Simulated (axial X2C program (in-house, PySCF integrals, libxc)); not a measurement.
# BrIrBr⁺: Ω levels from open-shell CI on d6 s0 p(π)0

Aim: the spin–orbit levels of BrIrBr⁺ that arise from the configuration d6 s0 p(π)0 of Ir, and how they move with the bond.

Computed with an in-house X2C program for linear molecules on PySCF integrals. Level: two-component X2C, average-of-configuration Hartree–Fock and CI in the open shells.

All values are calculated.

## 1. Set-up

Input file task.json:

```json
{"zs": [35, 77, 35], "q": 1, "bas": ["dyall-v3z", "dyall-v3z", "dyall-v3z"], "r0": 2.36, "metal": 1, "shells": [[2, [0, 1, 2], 6], [0, [0], 0], [1, [1], 0]], "fix": 0, "emax": 3.2, "nroots": 4}
```

Keys: zs atomic numbers; q charge; bas basis sets; r0 starting distance in Å; metal index of the metal atom; shells open shells as [l, |m| values, electrons]; fix electron count of the first shell held; emax energy window in eV; nroots roots for each Ω.

Started as:

```
> python soci.py task.json out
```

Two-component X2C with atomic mean-field Coulomb and Gaunt terms, basis Br dyall-v3z, Ir dyall-v3z (cores contracted in-house). Orbitals come from Hartree–Fock averaged over the configuration Ir d6 s0 p(π)0; CI then distributes these electrons over the d, s, p(π) shells of Ir.

## 2. CI at Br–Ir–Br held linear, both bonds 2.335 Å

What does the calculation give? Wanted: lowest level of the model; next level; lowest curve, Re and ωe.

The runs gave:

| quantity | value |
| --- | --- |
| lowest level of the model | Ω = 4, g∥ = 11.77, 100% d6 |
| next level | Ω = 3, 546 cm⁻¹ higher |
| lowest curve, Re and ωe | 2.324 Å, 273.2 cm⁻¹ |

In words: In the lowest level ⟨Sz⟩ = 1.88 and ⟨Lz⟩ = 2.12; its leading determinant has weight 0.45 among 419. From 2.335 to 2.627 Å the gap from the lowest to the fifth level goes from 3925 to 4596 cm⁻¹. Without dynamic correlation distances can be off by several hundredths of an Å, and the wavenumbers are rough. Dynamic correlation is missing, so gaps between terms are too wide and other configurations may lie lower; the lowest level listed is that of this model, not necessarily the ground state. For d shells the ligand-field splittings (σ, π, δ) and their order can be off by a thousand cm⁻¹ or more. At most 4 roots were kept for each Ω > 0 (twice that for Ω = 0) within 3.2 eV of the lowest, so higher up levels can be missing between those listed; levels with Ω > 0 are doubly degenerate and listed once, Ω = 0 levels singly. The open spinors mix strongly with ligand orbitals, which this small active space describes poorly. States that fill the shells left empty in the average are placed too high. The molecule was held linear; bending was not examined.
